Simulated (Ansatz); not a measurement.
I need a geometry optimisation of CH6AlBSi, SMILES [BH]1C[SiH2][AlH]1. Use Ansatz 0.2.0 through its Python package. Use: PBE, 6-31G* basis, multiplicity 1.

```yaml
atoms:
  - { symbol: B, position_ang: [0.3889, 1.3655, 0.3035] }
  - { symbol: C, position_ang: [0.3620, -0.0417, 1.0014] }
  - { symbol: Si, position_ang: [-0.3339, -1.2646, -0.2369] }
  - { symbol: Al, position_ang: [-0.3885, 0.6297, -1.4928] }
  - { symbol: H, position_ang: [0.6522, 2.4909, 0.6135] }
  - { symbol: H, position_ang: [-0.2731, -0.0092, 1.9082] }
  - { symbol: H, position_ang: [1.4338, -0.3038, 1.2807] }
  - { symbol: H, position_ang: [0.7636, -2.1965, -0.6893] }
  - { symbol: H, position_ang: [-1.5922, -1.8083, 0.2337] }
  - { symbol: H, position_ang: [-0.9297, 1.0868, -2.9190] }
```

Script `opt_ch6albsi.py`:
```python
"""Geometry optimisation of CH6AlBSi."""

import itertools
import warnings

import ansatz as az
from ase.data import atomic_numbers, covalent_radii
import numpy as np

warnings.simplefilter("ignore", az.DeckWarning)

geometry_ang = [
    ("B", (0.3889, 1.3655, 0.3035)),
    ("C", (0.362, -0.0417, 1.0014)),
    ("Si", (-0.3339, -1.2646, -0.2369)),
    ("Al", (-0.3885, 0.6297, -1.4928)),
    ("H", (0.6522, 2.4909, 0.6135)),
    ("H", (-0.2731, -0.0092, 1.9082)),
    ("H", (1.4338, -0.3038, 1.2807)),
    ("H", (0.7636, -2.1965, -0.6893)),
    ("H", (-1.5922, -1.8083, 0.2337)),
    ("H", (-0.9297, 1.0868, -2.919)),
]
mol = az.Crystal.molecule()
for symbol, xyz in geometry_ang:
    mol = mol.atom(symbol, xyz)

job = (
    mol.calculation()
    .basis(gaussian="6-31G*")
    .functional("PBE")
)
symbols = [site.symbol for site in mol.cartesian_sites]
start = np.array([site.position_ang for site in mol.cartesian_sites], dtype=float)
def progress(event):
    if event["event"] == "relax_step":
        row = event["data"]
        print(f"step {row['step']:3d}  E = {row['lagrangian_ev']:.6f} eV  largest force component {row['allowed_force_max_ev_ang']:.4f} eV/A")


summary = job.relax(force_tolerance=0.005).session().plan().execute(on_event=progress).report
end = np.array(summary["positions_ang"])

for key in ("converged", "free_energy_ev", "reference_energy_ev", "n_frozen", "n_occupied", "n_virtual"):
    print(f"{key:22s} {summary[key]}")

# pairs closer than 1.2 times the sum of covalent radii, before or after
radius = [covalent_radii[atomic_numbers[s]] for s in symbols]
span = lambda where, i, j: np.linalg.norm(where[i] - where[j])
bonded = [(i, j) for i, j in itertools.combinations(range(len(symbols)), 2) if min(span(start, i, j), span(end, i, j)) < 1.2 * (radius[i] + radius[j])]
print("pair        before    after (A)")
for i, j in bonded:
    print(f"{symbols[i]}{i}-{symbols[j]}{j}".ljust(10), f"{span(start, i, j):8.4f} {span(end, i, j):8.4f}")
for first, second in list(itertools.combinations(bonded, 2)):
    shared = set(first) & set(second)
    if shared and symbols[(j := shared.pop())] != "H":
        i, k = sorted((set(first) | set(second)) - {j})
        u, v = end[i] - end[j], end[k] - end[j]
        angle = np.degrees(np.arccos(np.clip(u @ v / np.linalg.norm(u) / np.linalg.norm(v), -1, 1)))
        print(f"final angle {symbols[i]}{i}-{symbols[j]}{j}-{symbols[k]}{k}: {angle:.2f} deg")

charges = summary["charge_distribution"]
print("dipole moment", round(4.803205 * float(np.linalg.norm(charges["dipole_moment_e_ang"])), 3), "D")
print("Mulliken:", [(s, round(q, 3)) for s, q in zip(symbols, charges["mulliken_charges_e"])])
```

```console
$ python opt_ch6albsi.py
step   1  E = -16271.225562 eV  largest force component 1.9574 eV/A
step   2  E = -16271.813738 eV  largest force component 0.7860 eV/A
step   3  E = -16271.861146 eV  largest force component 0.1320 eV/A
step   4  E = -16271.863101 eV  largest force component 0.0772 eV/A
step   5  E = -16271.864342 eV  largest force component 0.0240 eV/A
step   6  E = -16271.865352 eV  largest force component 0.0744 eV/A
step   7  E = -16271.870881 eV  largest force component 0.3147 eV/A
step   8  E = -16271.867571 eV  largest force component 0.7707 eV/A
step   9  E = -16271.891558 eV  largest force component 0.2195 eV/A
step  10  E = -16271.915463 eV  largest force component 0.1702 eV/A
step  11  E = -16271.940966 eV  largest force component 0.4637 eV/A
step  12  E = -16271.935650 eV  largest force component 0.8362 eV/A
step  13  E = -16271.964499 eV  largest force component 0.2757 eV/A
step  14  E = -16271.983205 eV  largest force component 0.2259 eV/A
step  15  E = -16272.009196 eV  largest force component 0.2323 eV/A
step  16  E = -16272.040765 eV  largest force component 0.3927 eV/A
step  17  E = -16272.072825 eV  largest force component 0.4228 eV/A
step  18  E = -16272.099935 eV  largest force component 0.5083 eV/A
step  19  E = -16272.107894 eV  largest force component 0.7828 eV/A
step  20  E = -16272.145110 eV  largest force component 0.2907 eV/A
step  21  E = -16272.172756 eV  largest force component 0.2194 eV/A
step  22  E = -16272.228633 eV  largest force component 0.3939 eV/A
step  23  E = -16272.280404 eV  largest force component 0.4333 eV/A
step  24  E = -16272.322708 eV  largest force component 0.4855 eV/A
step  25  E = -16272.349794 eV  largest force component 0.3642 eV/A
step  26  E = -16272.359930 eV  largest force component 0.2296 eV/A
step  27  E = -16272.366381 eV  largest force component 0.1186 eV/A
step  28  E = -16272.367511 eV  largest force component 0.0228 eV/A
step  29  E = -16272.367743 eV  largest force component 0.0166 eV/A
step  30  E = -16272.367626 eV  largest force component 0.0272 eV/A
step  31  E = -16272.367828 eV  largest force component 0.0088 eV/A
step  32  E = -16272.366609 eV  largest force component 0.1688 eV/A
step  33  E = -16272.367858 eV  largest force component 0.0030 eV/A
step  34  E = -16272.367865 eV  largest force component 0.0043 eV/A
converged              True
free_energy_ev         -16272.367908681343
reference_energy_ev    -16272.367908681343
n_frozen               0
n_occupied             [22, 22]
n_virtual              [58, 58]
pair        before    after (A)
B0-C1        1.5710   1.5460
B0-Si2       2.7806   2.1958
B0-Al3       2.0910   2.0044
B0-H4        1.1966   1.2314
C1-Si2       1.8743   1.9644
C1-H5        1.1076   1.0990
C1-H6        1.1382   1.0977
Si2-Al3      2.2735   2.5478
Si2-H7       1.5092   1.5038
Si2-H8       1.4493   1.4989
Al3-H9       1.5924   1.5982
final angle C1-B0-Si2: 60.41 deg
final angle C1-B0-Al3: 128.18 deg
final angle C1-B0-H4: 117.92 deg
final angle B0-C1-Si2: 76.41 deg
final angle B0-C1-H5: 118.17 deg
final angle B0-C1-H6: 120.59 deg
final angle Si2-B0-Al3: 74.53 deg
final angle Si2-B0-H4: 102.15 deg
final angle B0-Si2-C1: 43.18 deg
final angle B0-Si2-Al3: 49.31 deg
final angle B0-Si2-H7: 122.10 deg
final angle B0-Si2-H8: 125.04 deg
final angle Al3-B0-H4: 94.29 deg
final angle B0-Al3-Si2: 56.16 deg
final angle B0-Al3-H9: 160.82 deg
final angle Si2-C1-H5: 113.66 deg
final angle Si2-C1-H6: 109.68 deg
final angle C1-Si2-Al3: 89.36 deg
final angle C1-Si2-H7: 105.78 deg
final angle C1-Si2-H8: 113.53 deg
final angle H5-C1-H6: 112.49 deg
final angle Al3-Si2-H7: 100.37 deg
final angle Al3-Si2-H8: 132.12 deg
final angle Si2-Al3-H9: 134.74 deg
final angle H7-Si2-H8: 111.67 deg
dipole moment 0.689 D
Mulliken: [('B', -0.059), ('C', -0.526), ('Si', 0.078), ('Al', 0.164), ('H', 0.029), ('H', 0.185), ('H', 0.191), ('H', -0.017), ('H', -0.014), ('H', -0.032)]
```

What to keep in mind:
- Total energies depend on the basis set; only differences at equal settings carry meaning.
- The end point is the stationary point reached from this start; no frequency run checks that it is a minimum, and the basis set is modest.
- The bonding changed during the relaxation, so the end is another isomer than the start names.
- Finished in 110 s on 1 thread of Arm Neoverse V1, on a shared host, peak memory 0.22 GiB.
